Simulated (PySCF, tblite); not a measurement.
# C₇H₁₃BO₂: geometry, infrared bands, NMR shifts and electronic excitations

What infrared bands, NMR shifts and electronic excitations should C₇H₁₃BO₂ (`OB(O)[C@H]1[C@@H]2CCCC[C@@H]21`) show?

The runs use tblite 0.8.0 and PySCF 2.14.0, with density-fitted response routines of our own; the level of theory stands in each step. All values are computed, except where a source is named. Atoms are numbered from 0 throughout.

**1. Starting geometry**

23 atoms, charge 0, multiplicity 1; geometry from: force field or distance geometry start.

Bonds of the start (Å): O0–B1 1.47, B1–O2 1.45, B1–C3 1.59, C3–C4 1.53, C4–C5 1.49, C5–C6 1.49, C6–C7 1.49, C7–C8 1.48, C8–C9 1.46, C9–C3 1.52, C9–C4 1.46, O0–H10 0.98, O2–H11 0.99, C3–H12 1.09, C4–H13 1.12, C5–H14 1.12, C5–H15 1.11, C6–H16 1.10, C6–H17 1.12, C7–H18 1.13, C7–H19 1.11, C8–H20 1.13, C8–H21 1.12, C9–H22 1.13.

**2. Optimising the geometry with GFN2-xTB**

The job: settings as JSON, then the geometry in Å.

```
{"job": {"kind": "relax", "xc": "GFN2-xTB", "basis": "xTB"}, "charge": 0, "multiplicity": 1}
O      3.174600    -0.619300     0.747800
B      2.620600     0.559300     0.062800
O      3.545900     1.479300    -0.562900
C      1.042000     0.648200    -0.051500
C      0.432000    -0.735700    -0.299700
C     -0.663400    -0.687900    -1.312700
C     -2.041900    -0.627900    -0.759900
C     -2.222500     0.267400     0.421900
C     -1.117700     0.328600     1.398300
C      0.218700    -0.089600     0.997000
H      3.653400    -1.226000     0.151900
H      3.072000     2.326400    -0.764600
H      0.581700     1.482700    -0.589000
H      1.156100    -1.589500    -0.319200
H     -0.498200     0.178400    -2.008100
H     -0.605300    -1.598500    -1.944800
H     -2.371000    -1.653200    -0.539400
H     -2.707900    -0.255500    -1.573400
H     -3.137700    -0.096300     0.970700
H     -2.485000     1.280500     0.063600
H     -1.096400     1.389700     1.789700
H     -1.426400    -0.275400     2.288700
H      0.871600    -0.458900     1.842600
```

The run is started by

```console
OMP_NUM_THREADS=1 python probes_run.py task.json out
```

One launch serves the whole session: the jobs run in the order shown.

**Question.** This job is followed by: GFN2-xTB harmonic vibrations, gas phase; PBE0-D3(BJ)/def2-SVP geometry optimisation, gas phase; GIAO PBE0/pcSseg-1 NMR shielding, non-relativistic, gas phase; TDDFT CAM-B3LYP/def2-SVPD, vertical, gas phase, core orbitals frozen in the response; GIAO B97-2/pcSseg-1 NMR shielding, non-relativistic, gas phase. Predict these results of the whole session: strongest single infrared mode (GFN2-xTB); zero-point energy (GFN2-xTB); point group; rotational constants (main isotopes); 13C shifts against TMS (PBE0/pcSseg-1, means over atoms taken as alike); 1H shifts against TMS (PBE0/pcSseg-1, means over atoms taken as alike); 17O shifts against H2O (PBE0/pcSseg-1, means over atoms taken as alike); 11B shifts against BF3·OEt2 (PBE0/pcSseg-1); lowest singlet (CAM-B3LYP/def2-SVPD); brightest single state of those computed; lowest triplet; vertical ionisation energy (ΔSCF); range of the shift of O0.

**Answer**, as computed:

| quantity | value |
| --- | --- |
| strongest single infrared mode (GFN2-xTB) | 1205 cm⁻¹, 332 km/mol |
| zero-point energy (GFN2-xTB) | 123.1 kcal/mol |
| point group | C1 |
| rotational constants (main isotopes) | 2.75, 0.75, 0.72 GHz |
| 13C shifts against TMS (PBE0/pcSseg-1, means over atoms taken as alike) | 26.6, 23.2, 20.2, 12.1 ppm |
| 1H shifts against TMS (PBE0/pcSseg-1, means over atoms taken as alike) | 3.50, 1.81, 1.55, 1.14, 1.12, 1.03, -1.07 ppm |
| 17O shifts against H2O (PBE0/pcSseg-1, means over atoms taken as alike) | 118.3 ppm |
| 11B shifts against BF3·OEt2 (PBE0/pcSseg-1) | 31.3 ppm |
| lowest singlet (CAM-B3LYP/def2-SVPD) | 7.17 eV (173 nm), f = 0.014 |
| brightest single state of those computed | state 6, 7.92 eV, f = 0.169 |
| lowest triplet | 7.09 eV |
| vertical ionisation energy (ΔSCF) | 9.51 eV |
| range of the shift of O0 | 112.7 to 118.3 ppm |

The optimisation took 92 steps and gained 1.493 eV; among the close pairs (by a distance rule), O0–B1 changed most, from 1.471 to 1.352 Å (GFN2-xTB). All 63 modes are real, so the xTB geometry is a minimum. The strongest single mode, at 1205 cm⁻¹, is carried by B1, H12, O2. GFN2-xTB is a fitted tight-binding method: band positions and strengths are rough. Its intensities can rank the bands wrongly. The optimisation took 10 steps and gained 0.063 eV; among the close pairs (by a distance rule), B1–C3 changed most, from 1.570 to 1.555 Å (PBE0/def2-SVP). At PBE0/pcSseg-1: Shielding is most anisotropic at O0, O2 (span 168 ppm, paramagnetic term -170 ppm). The first singlet state (HOMO→LUMO 0.89) lies at 7.17 eV and is weak; of the 10 states computed, the strongest absorption comes from state 6 at 7.92 eV. The lowest triplet lies 0.09 eV below the lowest singlet (triplets in Tamm-Dancoff, singlets in full TDDFT). The orbital energy would give 8.89 eV for ionisation, ΔSCF gives 9.51 eV. In ppm, O0 (with its like atoms) moves most: its shift spreads over 5.6 ppm, from 112.7 (B97-2/pcSseg-1) to 118.3 (PBE0/pcSseg-1). Part of that comes from the computed reference.
